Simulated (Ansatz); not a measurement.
# CH₇BSi₂: how energies converge with the basis set

One table from this session's results is given with a row withheld; the runs are named, their logs left out.

Method: one geometry, several basis sets; program: Ansatz 0.2.0, Gaussian basis.

Levels to be run: PBE0-D4/def2-SVP; ωB97M-V/def2-SVP; PBE0-D4/def2-QZVPP; ωB97M-V/def2-QZVPP; the functionals' def2-TZVPP values are taken from earlier runs.

### The geometry

All runs share one geometry, relaxed beforehand with PBE0-D4 in a triple-zeta def2 set.

SMILES `CB1[SiH2][SiH2]1`, 11 atoms, charge 0, spin multiplicity 1.

Atoms are counted from 1 here; the program's logs count them from 0.

Bond lengths: C1–B2 1.566 Å, C1–H5 1.092 Å, C1–H6 1.099 Å, C1–H7 1.092 Å, B2–Si3 1.907 Å, B2–Si4 1.907 Å, Si3–Si4 2.531 Å, Si3–H8 1.482 Å, Si3–H9 1.489 Å, Si4–H10 1.489 Å, Si4–H11 1.482 Å. Angles: B2–C1–H5 114.1°, B2–C1–H6 106.3°, B2–C1–H7 114.1°, H5–C1–H6 106.2°, H5–C1–H7 109.2°, H6–C1–H7 106.2°, C1–B2–Si3 130.2°, C1–B2–Si4 130.2°, Si3–B2–Si4 83.2°, B2–Si3–Si4 48.4°, B2–Si3–H8 124.3°, B2–Si3–H9 125.0°, Si4–Si3–H8 91.4°, Si4–Si3–H9 138.9°, H8–Si3–H9 110.7°, B2–Si4–Si3 48.4°, B2–Si4–H10 124.9°, B2–Si4–H11 124.3° and more.

The first run:

Input file in.yaml:

```yaml
crystal:
  periodic: [false, false, false]
  atoms:
    - {symbol: C, position_ang: [-0.263873, 1.793514, 0.099546]}
    - {symbol: B, position_ang: [-0.450599, 0.243045, -0.016589]}
    - {symbol: Si, position_ang: [0.018819, -1.148588, 1.199419]}
    - {symbol: Si, position_ang: [0.210337, -0.982934, -1.318803]}
    - {symbol: H, position_ang: [0.165577, 2.121757, 1.048841]}
    - {symbol: H, position_ang: [-1.271319, 2.229103, 0.051067]}
    - {symbol: H, position_ang: [0.301022, 2.238026, -0.723036]}
    - {symbol: H, position_ang: [-0.479212, -2.541349, 1.107016]}
    - {symbol: H, position_ang: [0.876877, -0.975433, 2.403888]}
    - {symbol: H, position_ang: [1.239010, -0.662826, -2.346595]}
    - {symbol: H, position_ang: [-0.281240, -2.371216, -1.484154]}
basis:
  gaussian: {orbitals: def2-SVP}
hamiltonian: {xc: pbe0, dispersion: d4}
output: {orbitals: {seedname: orbitals}}
```

Among the steps run: PBE0-D4 in def2-SVP; ωB97M-V in def2-SVP; PBE0-D4 in def2-QZVPP; ωB97M-V in def2-QZVPP.

One of the session's tables, all rows but one given; the rest of the session is left out.

It belongs to the step «Density functionals: the series». 

| functional | basis | HOMO (eV) | LUMO (eV) |
| --- | --- | --- | --- |
| PBE0-D4 | def2-SVP | ? | ? |
| PBE0-D4 | def2-TZVPP | -6.49 | -1.55 |
| PBE0-D4 | def2-QZVPP | -6.49 | -1.58 |
| ωB97M-V | def2-SVP | -8.32 | 0.52 |
| ωB97M-V | def2-TZVPP | -8.35 | 0.38 |
| ωB97M-V | def2-QZVPP | -8.35 | 0.32 |

**Question.** Estimate the row for PBE0-D4, def2-SVP.

**Answer.** HOMO (eV): -6.50; LUMO (eV): -1.48. In the column «HOMO (eV)» it lies between ωB97M-V, def2-SVP (-8.32) and PBE0-D4, def2-TZVPP (-6.49).
